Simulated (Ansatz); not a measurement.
# C₂H₁₂BNOSi: basis-set convergence

An exercise on one series of results from a longer session: the logs are not shown, and one member is left open.

The runs use Ansatz 0.2.0, Gaussian basis; one geometry, several basis sets.

Levels to be run: PBE0-D4/def2-SVP; ωB97M-V/def2-SVP; PBE0-D4/def2-QZVPP; ωB97M-V/def2-QZVPP; the functionals' def2-TZVPP values are taken from earlier runs.

1 further run of the same task is left out (it didn't finish). Runs told in other sessions of the task aren't counted.

**Structure used throughout**

All runs share one geometry, relaxed beforehand with PBE0-D4 in a triple-zeta def2 set.

SMILES `C[B-](C)(O)[NH2+][SiH3]`, 18 atoms, charge 0, spin multiplicity 1.

Atoms are counted from 1 here; the program's logs count them from 0.

Bond lengths: C1–B2 1.601 Å, C1–H7 1.096 Å, C1–H8 1.094 Å, C1–H9 1.097 Å, B2–C3 1.605 Å, B2–O4 1.514 Å, B2–N5 1.637 Å, C3–H10 1.099 Å, C3–H11 1.095 Å, C3–H12 1.095 Å, O4–H13 0.959 Å, N5–Si6 1.843 Å, N5–H14 1.016 Å, N5–H15 1.015 Å, Si6–H16 1.477 Å, Si6–H17 1.482 Å, Si6–H18 1.510 Å. Angles: B2–C1–H7 112.5°, B2–C1–H8 110.8°, B2–C1–H9 112.4°, H7–C1–H8 106.7°, H7–C1–H9 107.7°, H8–C1–H9 106.4°, C1–B2–C3 116.9°, C1–B2–O4 111.5°, C1–B2–N5 109.3°, C3–B2–O4 112.4°, C3–B2–N5 109.3°, O4–B2–N5 95.2°, B2–C3–H10 113.3°, B2–C3–H11 112.1°, B2–C3–H12 110.9°, H10–C3–H11 107.2°, H10–C3–H12 106.8°, H11–C3–H12 106.1° and more.

Set-up of the first run:

Contents of in.yaml:

```yaml
crystal:
  periodic: [false, false, false]
  atoms:
    - {symbol: C, position_ang: [0.436657, -1.907284, 0.363758]}
    - {symbol: B, position_ang: [0.425687, -0.355540, -0.029840]}
    - {symbol: C, position_ang: [1.452023, 0.110831, -1.171880]}
    - {symbol: O, position_ang: [0.486822, 0.528883, 1.198039]}
    - {symbol: N, position_ang: [-1.093085, 0.084244, -0.453633]}
    - {symbol: Si, position_ang: [-1.413702, 1.424104, 0.770170]}
    - {symbol: H, position_ang: [0.232403, -2.558705, -0.493748]}
    - {symbol: H, position_ang: [1.415062, -2.200939, 0.755991]}
    - {symbol: H, position_ang: [-0.295506, -2.146319, 1.145009]}
    - {symbol: H, position_ang: [1.353247, 1.172066, -1.438065]}
    - {symbol: H, position_ang: [1.331854, -0.466764, -2.094757]}
    - {symbol: H, position_ang: [2.488567, -0.040068, -0.851501]}
    - {symbol: H, position_ang: [1.231915, 1.131854, 1.181268]}
    - {symbol: H, position_ang: [-1.769326, -0.668210, -0.359269]}
    - {symbol: H, position_ang: [-1.176033, 0.426676, -1.405874]}
    - {symbol: H, position_ang: [-1.761801, 0.965678, 2.130573]}
    - {symbol: H, position_ang: [-0.625988, 2.665959, 0.584396]}
    - {symbol: H, position_ang: [-2.756292, 1.844835, 0.221264]}
basis:
  gaussian: {orbitals: def2-SVP}
hamiltonian: {xc: pbe0, dispersion: d4}
output: {orbitals: {seedname: orbitals}}
```

The run is started by

```sh
$ ansatz run in.yaml --threads 4 --pin off --events-out ev --progress --plain --max-ram 11315MiB
```

Steps of the session up to this table: PBE0-D4 in def2-SVP; ωB97M-V in def2-SVP; PBE0-D4 in def2-QZVPP; ωB97M-V in def2-QZVPP.

One of the session's tables, all rows but one given; the rest of the session is left out.

It belongs to the step «Density functionals: the series». 

```
functional       basis  HOMO (eV)  LUMO (eV)
   PBE0-D4    def2-SVP      -7.48       0.56
   PBE0-D4  def2-TZVPP          ?          ?
   PBE0-D4  def2-QZVPP      -7.63      -0.24
   ωB97M-V    def2-SVP      -9.81       2.27
   ωB97M-V  def2-TZVPP      -9.95       1.45
   ωB97M-V  def2-QZVPP      -9.97       0.99
```

Estimate the missing values for PBE0-D4, def2-TZVPP.

The run gave: HOMO (eV): -7.62; LUMO (eV): 0.00. In the column «HOMO (eV)» it lies between PBE0-D4, def2-QZVPP (-7.63) and PBE0-D4, def2-SVP (-7.48).
